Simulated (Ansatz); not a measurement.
## GaGe under changes of volume

One of the cells (24.335 Å³/atom); the others are scaled copies at fixed shape and fractional positions:

```
Ge Ga
1.0
     0.00000    2.89784    2.89784
     2.89784    0.00000    2.89784
     2.89784    2.89784    0.00000
Ge Ga
1 1
Direct
  0.00000 0.00000 0.00000
  0.25000 0.25000 0.25000
```

The cell comes from a database or a generator and needn't be the stable form of this composition.

- Program: Ansatz 0.2.0
- Functional: PBE
- Potentials or basis: Ansatz PAW earlier set
- Cutoff: 1020 eV (not typed: the program's choice for these potentials)
- k mesh: 8 × 8 × 8
- Occupations: fermi-dirac, width 0.05 eV
- Spin: no spin polarisation

| volume (Å³/atom) | energy over the lowest point (meV/atom) | pressure (GPa) |
| --- | --- | --- |
| 22.875 | 17.44 | 3.8 |
| 23.361 | 7.95 | 2.5 |
| 23.848 | 2.28 | 1.3 |
| 24.335 | 0.00 | 0.2 |
| 24.821 | ? | ? |
| 25.308 | 4.18 | -1.5 |
| 25.795 | 10.01 | -2.3 |

What does the run at 24.821 Å³/atom give?

Energy over the lowest point 0.74 meV/atom; pressure -0.7 GPa.

Worked out: A Birch-Murnaghan fit of order 3 (a polynomial in V^(-2/3)) to the other rows has its minimum at 24.45 Å³/atom with B0 = V·E''(V) = 49 GPa and B' = 4.9. It gives 0.75 meV/atom at 24.821 Å³/atom, against the run's 0.74, and -dE/dV = -0.7 GPa, against -0.7.

Energies are extrapolated to zero smearing.
